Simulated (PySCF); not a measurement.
# H3Hg2 (Hg2(H)31-): the cost of one run

Program: PySCF 2.14.0. Level of theory: TPSS, Hg def2-SVP with ECP60, H def2-SVP; scalar-relativistic core potentials, no spin–orbit coupling. These are calculated values, not measurements.

5 further runs of the same task are left out: 2 for a known fault of the program, 2 that didn't finish, 1 set aside as unsound or not needed. Runs told in other sessions of the task aren't counted.

## 1. Starting geometry

5 atoms, charge -1, spin multiplicity 1.

Bond lengths: Hg2–H3 1.787 Å, Hg2–H4 1.787 Å, Hg2–H5 1.787 Å. Angles: H3–Hg2–H4 120.0°, H3–Hg2–H5 120.0°, H4–Hg2–H5 120.0°.

As a file:

```xyz
5
charge -1, multiplicity 1
Hg    0.0000    0.0000    2.3428
Hg    0.0000    0.0000   -0.7753
H     1.7872    0.0000   -0.7712
H    -0.8936    1.5478   -0.7712
H    -0.8936   -1.5478   -0.7712
```

Formal oxidation states: Hg +1. An earlier session relaxed this geometry at TPSS, Hg def2-SVP with ECP60, H def2-SVP (singlet, point group C3v).

Its energy there is -308.664574 Eh.

## 2. Atoms moved at random, σ = 0.15 Å

run.py (the lines that set the calculation) reads:

```python
mol = gto.M(atom='''
Hg     0.09062    -0.23891     2.31373
Hg    -0.03058     0.10883    -0.63674
H      1.72410     0.06493    -0.94750
H     -0.79321     1.65181    -0.66155
H     -0.99093    -1.58667    -0.81420''',
    basis={'Hg': 'def2-SVP', 'H': 'def2-SVP'},
    ecp={'Hg': 'def2-SVP'},
    charge=-1, spin=0)
mf = dft.RKS(mol, xc='TPSS')
mf.grids.atom_grid = (50, 194)
mf = mf.density_fit()  # fitting sets: Hg def2-universal-JKFIT, H def2-universal-JKFIT
mf.conv_tol = 1e-08; mf.max_cycle = 55
mf.kernel(dm0)  # dm0: the density of the relaxed state
```

On the command line:

```sh
> OMP_NUM_THREADS=2 python run.py
```

**Question.** How long does this run take on 2 threads of Arm Neoverse V2, shared host?

About 2.1 s.
